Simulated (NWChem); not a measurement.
# SiH2Br2 (dibromosilane) at 6 levels

Wanted: a comparison of 6 runs (HF/STO-3G, PBE0/STO-3G, B3LYP/6-31G*, M06-2X/def2-SVP, r2SCAN/def2-SVP, MP2/def2-SVP) of SiH2Br2 (dibromosilane). 

The calculation is run with NWChem 7.3.0.

2 further runs of the same task are left out: 2 set aside as unsound or not needed.

### Step 1. Starting point

The species is SiH2Br2 (5 atoms), meant as a singlet with charge 0. As SMILES, `Br[SiH2]Br`. The shape is that of a PBE0-D4/def2-TZVP optimisation.

Bond lengths: Br1–Si2 2.207 Å, Si2–Br3 2.207 Å, Si2–H4 1.476 Å, Si2–H5 1.476 Å. Angles: Br1–Si2–Br3 110.8°, Br1–Si2–H4 108.4°, Br1–Si2–H5 108.4°, Br3–Si2–H4 108.4°, Br3–Si2–H5 108.4°, H4–Si2–H5 112.5°.

### Step 2. Energy and gradient at HF/STO-3G (run 1)

The input, geom.xyz:

```xyz
5
Br2H2Si gradient
Br    -1.672690    -1.239290     0.362310
Si     0.158230    -0.046290     0.054680
Br    -0.295570     1.814160    -1.042010
H      1.103430    -0.843230    -0.751710
H      0.706590     0.314640     1.376730
```

The input, run.py:

```python
from ase.io import read
from ase.calculators.nwchem import NWChem

system = read('geom.xyz')

calc = NWChem(
    label='geom',
    theory='scf',
    memory='2200 mb',
    basis='STO-3G',
    basispar='spherical bse',
    scf={'nopen': '0', 'rhf': None, 'thresh': '1e-08', 'maxiter': '80'},
)
system.calc = calc

forces = system.get_forces()
print("Total energy (eV):", round(system.get_potential_energy(), 6))
print("forces (eV/A):")
for s, f in zip(system.symbols, forces):
    print(f"{s:2s} {f[0]:10.5f} {f[1]:10.5f} {f[2]:10.5f}")
print("dipole (e A):", system.get_dipole_moment().round(4))
```

The run is started by

```bash
$ export ASE_NWCHEM_COMMAND="nwchem PREFIX.nwi > PREFIX.nwo"
$ python run.py
```

Log:

```text
Total energy (eV): -146293.634011
forces (eV/A):
Br    0.07641    0.01599    0.00555
Si    1.07698   -0.31409    0.37173
Br    0.04510   -0.05050    0.03584
H    -0.79622    0.74896    0.84985
H    -0.40227   -0.40037   -1.26298
dipole (e A): [ 0.43   -0.1257  0.1486]
```

The calculator wrote geom.nwi:

```
title "geom"

permanent_dir geom

scratch_dir geom

start geom

geometry units angstrom nocenter noautosym noautoz
  Br -1.6726900000000000e+00 -1.2392900000000000e+00 3.6231000000000002e-01
  Si 1.5823000000000001e-01 -4.6289999999999998e-02 5.4679999999999999e-02
  Br -2.9557000000000000e-01 1.8141600000000000e+00 -1.0420100000000001e+00
  H  1.1034299999999999e+00 -8.4323000000000004e-01 -7.5170999999999999e-01
  H  7.0659000000000005e-01 3.1463999999999998e-01 1.3767300000000000e+00
end

memory 2200 mb

basis spherical bse noprint
   * library STO-3G
end

scf
  nopen 0
  rhf
  thresh 1e-08
  maxiter 80
end

task scf gradient
```

geom.nwo:

```text
Northwest Computational Chemistry Package (NWChem) 7.3.0
             --------------------------------------------------------

           Job information
           ---------------

    nwchem branch   = 7.3.0
    use scalapack   = T
    input           = geom.nwi
    prefix          = geom.
    data base       = geom/geom.db
    status          = startup
    nproc           =        1

           Memory information
           ------------------

    heap     =     72089596 doubles =      550.0 Mbytes
    stack    =     72089601 doubles =      550.0 Mbytes
    global   =    144179200 doubles =     1100.0 Mbytes (distinct from heap & stack)
    total    =    288358397 doubles =     2200.0 Mbytes
    verify   = yes
    hardfail = no

[... 127 lines left out ...]
 Convergence threshold     :          1.000E-08
[... 12 lines left out ...]
       Final RHF  results
[... 3 lines left out ...]
      One-electron energy =  -8419.164024705073
[... 1 line left out ...]
 Nuclear repulsion energy =    448.279295291273
[... 55 lines left out ...]
                       ROHF Final Molecular Orbital Analysis
[... 156 lines left out ...]
    atom               coordinates                        gradient
                 x          y          z           x          y          z
   1 Br     -3.160926  -2.341919   0.684667   -0.001486  -0.000311  -0.000108
   2 Si      0.299011  -0.087475   0.103330   -0.020944   0.006108  -0.007229
   3 Br     -0.558546   3.428265  -1.969113   -0.000877   0.000982  -0.000697
   4 H       2.085180  -1.593474  -1.420526    0.015484  -0.014565  -0.016527
   5 H       1.335261   0.594583   2.601642    0.007823   0.007786   0.024561

                 ----------------------------------------
                 |  Time  |  1-e(secs)   |  2-e(secs)   |
                 ----------------------------------------
                 |  CPU   |       0.00   |       1.33   |
                 ----------------------------------------
                 |  WALL  |       0.00   |       1.33   |
                 ----------------------------------------

 Task  times  cpu:        6.0s     wall:        6.0s
 Total times  cpu:        6.0s     wall:        6.0s
```

It took 7.5 s on 1 thread of Intel Xeon Platinum 8259CL at 2.50GHz (Skylake/Cascade Lake), shared host; peak memory 0.1 GiB.

### Step 3. Energy and forces at PBE0/STO-3G (run 2)

The input, input.nw:

```
start input
memory stack 880 mb heap 220 mb global 1100 mb
geometry noautosym nocenter noautoz
Br   -1.672690   -1.239290    0.362310
Si    0.158230   -0.046290    0.054680
Br   -0.295570    1.814160   -1.042010
H     1.103430   -0.843230   -0.751710
H     0.706590    0.314640    1.376730
end
basis spherical bse
Br library STO-3G
Si library STO-3G
H library STO-3G
end
dft
xc pbe0
grid xfine
convergence energy 1e-08
maxiter 100
mulliken
noprint "final vectors analysis"
end
task dft gradient
```

The run is started by

```bash
$ nwchem input.nw > input.out
```

Log:

```text
[...]
          Wavefunction type:  closed shell.
          No. of atoms     :     5
          No. of electrons :    86
[...]
          Charge           :     0
          Spin multiplicity:     1
[...]
          AO basis - number of functions:    47
[...]
              XC Information
              --------------
                         PBE0 Method XC Functional
                     Hartree-Fock (Exact) Exchange  0.250
          PerdewBurkeErnzerhof Exchange Functional  0.750
            Perdew 1991 LDA Correlation Functional  1.000 local
           PerdewBurkeErnz. Correlation Functional  1.000 non-local
[...]
 d= 0,ls=0.0,diis     1  -5378.7686836585 -5.83D+03  3.94D-02  3.85D-01     1.5
[...]
 d= 0,ls=0.0,diis     7  -5378.8722413306 -2.25D-10  2.57D-08  1.10D-13     7.6
         Total DFT energy =    -5378.872241330644
      One electron energy =    -8418.834507521182
           Coulomb energy =     2796.811955162239
    Exchange-Corr. energy =     -205.128984262974
 Nuclear repulsion energy =      448.279295291273
[...]
      Total Density - Mulliken Population Analysis
     ---------------------------------------------
    Atom       Charge   Shell Charges
 -----------   ------   -------------------------------------------------------
    1 Br  35    35.18   2.00  2.00  6.00  2.00  5.98  1.97  5.22 10.00
    2 Si  14    13.49   2.00  1.98  5.88  1.31  2.32
    3 Br  35    35.18   2.00  2.00  6.00  2.00  5.98  1.97  5.22 10.00
    4 H    1     1.08   1.08
    5 H    1     1.08   1.08
[...]
  wavefunction    = closed shell
                         DFT ENERGY GRADIENTS
    atom               coordinates                        gradient
                 x          y          z           x          y          z
   1 Br     -3.160926  -2.341919   0.684667    0.000469   0.001772  -0.000876
   2 Si      0.299011  -0.087475   0.103330   -0.009129   0.002661  -0.003150
   3 Br     -0.558546   3.428265  -1.969113   -0.001039  -0.001623   0.000689
   4 H       2.085180  -1.593474  -1.420526    0.006859  -0.007267  -0.009108
   5 H       1.335261   0.594583   2.601642    0.002840   0.004458   0.012446
[...]
```

Run time: 11 s. Hardware: 1 thread of Intel Xeon Platinum 8259CL at 2.50GHz (Skylake/Cascade Lake), shared host; peak memory 0.13 GiB.

Runs 3 to 5 aren't shown in full; the table further down has their settings and results.

### Step 4. Energy and gradient at MP2/def2-SVP (run 6)

The input, br2h2si.xyz:

```xyz
5
Br2H2Si
Br    -1.672690    -1.239290     0.362310
Si     0.158230    -0.046290     0.054680
Br    -0.295570     1.814160    -1.042010
H      1.103430    -0.843230    -0.751710
H      0.706590     0.314640     1.376730
```

The input, run.py:

```python
from ase.io import read
from ase.calculators.nwchem import NWChem

molecule = read('br2h2si.xyz')

calc = NWChem(
    label='br2h2si',
    theory='mp2',
    memory='2200 mb',
    basis='def2-SVP',
    basispar='spherical bse',
    scf={'nopen': '0', 'rhf': None, 'thresh': '1e-08', 'maxiter': '80'},
    mp2={'freeze': 'core 23', 'tight': None},
)
molecule.calc = calc

forces = molecule.get_forces()
e = molecule.get_potential_energy()
print(f"E = {e:.6f} eV")
print("forces (eV/A):")
for s, f in zip(molecule.symbols, forces):
    print(f"{s:2s} {f[0]:10.5f} {f[1]:10.5f} {f[2]:10.5f}")
```

The run is started by

```bash
$ export ASE_NWCHEM_COMMAND="nwchem PREFIX.nwi > PREFIX.nwo"
$ python run.py
```

Log:

```text
E = -147889.984848 eV
forces (eV/A):
Br   -0.12928   -0.09816    0.02931
Si    0.18743   -0.05451    0.06464
Br   -0.02160    0.14306   -0.08186
H    -0.03317    0.04823    0.07374
H    -0.00339   -0.03857   -0.08582
```

The calculator wrote br2h2si.nwi:

```
title "br2h2si"

permanent_dir br2h2si

scratch_dir br2h2si

start br2h2si

geometry units angstrom nocenter noautosym noautoz
  Br -1.6726900000000000e+00 -1.2392900000000000e+00 3.6231000000000002e-01
  Si 1.5823000000000001e-01 -4.6289999999999998e-02 5.4679999999999999e-02
  Br -2.9557000000000000e-01 1.8141600000000000e+00 -1.0420100000000001e+00
  H  1.1034299999999999e+00 -8.4323000000000004e-01 -7.5170999999999999e-01
  H  7.0659000000000005e-01 3.1463999999999998e-01 1.3767300000000000e+00
end

memory 2200 mb

basis spherical bse noprint
   * library def2-SVP
end

scf
  nopen 0
  rhf
  thresh 1e-08
  maxiter 80
end
mp2
  freeze core 23
  tight
end

task mp2 gradient
```

br2h2si.nwo:

```text
Northwest Computational Chemistry Package (NWChem) 7.3.0
             --------------------------------------------------------

           Job information
           ---------------

    nwchem branch   = 7.3.0
    use scalapack   = T
    input           = br2h2si.nwi
    prefix          = br2h2si.
    data base       = br2h2si/br2h2si.db
    status          = startup
    nproc           =        1

           Memory information
           ------------------

    heap     =     72089596 doubles =      550.0 Mbytes
    stack    =     72089601 doubles =      550.0 Mbytes
    global   =    144179200 doubles =     1100.0 Mbytes (distinct from heap & stack)
    total    =    288358397 doubles =     2200.0 Mbytes
    verify   = yes
    hardfail = no

[... 117 lines left out ...]
 1-e energy   =   -8460.258749
[... 9 lines left out ...]
 Convergence threshold     :          1.000E-08
[... 15 lines left out ...]
         Total SCF energy =  -5434.299595583691
[... 2 lines left out ...]
 Nuclear repulsion energy =    448.279295291273
[... 343 lines left out ...]
 CPHF converged to   3.6D-07 in   10 iters
[... 107 lines left out ...]
  MP2 natural orbitals output to br2h2si/br2h2si.mp2nos
[... 3 lines left out ...]
    atom               coordinates                        gradient
                 x          y          z           x          y          z
   1 Br     -3.160926  -2.341919   0.684667    0.002514   0.001909  -0.000570
   2 Si      0.299011  -0.087475   0.103330   -0.003645   0.001060  -0.001257
   3 Br     -0.558546   3.428265  -1.969113    0.000420  -0.002782   0.001592
   4 H       2.085180  -1.593474  -1.420526    0.000645  -0.000938  -0.001434
   5 H       1.335261   0.594583   2.601642    0.000066   0.000750   0.001669

                 ----------------------------------------
                 |  Time  |  1-e(secs)   |  2-e(secs)   |
                 ----------------------------------------
                 |  CPU   |       0.01   |       5.46   |
                 ----------------------------------------
                 |  WALL  |       0.01   |       5.46   |
                 ----------------------------------------
 -----------------------
 Task  times  cpu:       63.2s     wall:       63.2s
 Total times  cpu:       63.2s     wall:       63.2s
```

It took 65 s on 1 thread of Intel Xeon Platinum 8259CL at 2.50GHz (Skylake/Cascade Lake), shared host; peak memory 0.32 GiB.

### Step 5. The series

| run | level | iteration cap | module | energy (Eh) | dipole moment (D) | HOMO energy (eV) | LUMO energy (eV) | wall time |
| --- | --- | --- | --- | --- | --- | --- | --- | --- |
| 1 | HF/STO-3G | 80 | scf | -5376.191932 | 2.27 | -8.65 | 7.89 | 7.5 s |
| 2 | PBE0/STO-3G | 100 | dft | -5378.872241 | 1.95 | – | – | 11 s |
| 3 | B3LYP/6-31G* (spherical functions) | 100 | dft | -5438.527687 | 1.40 | -8.32 | -0.86 | 50 s |
| 4 | M06-2X/def2-SVP | 100 | dft | -5438.440577 | 1.35 | -9.73 | 0.50 | 34 s |
| 5 | r2SCAN/def2-SVP | 100 | dft | -5438.334737 | 1.17 | -7.60 | -1.00 | 32 s |
| 6 | MP2/def2-SVP | 80 | mp2 | -5434.856744 | 1.23 | -11.46 | 3.40 | 65 s |

### Step 6. Outcome

| quantity | value |
| --- | --- |
| run 6: total energy | -5434.85674 Eh |
| run 6: dipole moment (of the density that the program reports) | 1.23 D |
| run 6: HOMO energy (Hartree–Fock orbitals) | -11.46 eV |
| run 6: LUMO energy (Hartree–Fock orbitals) | 3.40 eV |
| run 6: HOMO–LUMO gap (Hartree–Fock orbitals) | 14.87 eV |
| run 6: correlation energy (23 core orbitals frozen) | -557.1 mEh |
| run 6: largest force on an atom | 0.206 eV/Å |

What this shows: The dipole moment (its size) runs from 1.17 D (r2SCAN/def2-SVP) to 2.27 D (HF/STO-3G). The two ends differ in method and basis. Over runs 1, 3, 4, 5 the HOMO–LUMO gap runs from 6.60 eV (r2SCAN/def2-SVP) to 16.54 eV (HF/STO-3G). Totals of different functionals can't be ranked against each other. In runs 1, 2 the basis is minimal, so the values are rough. All runs together took 3.3 min, the longest 65 s.
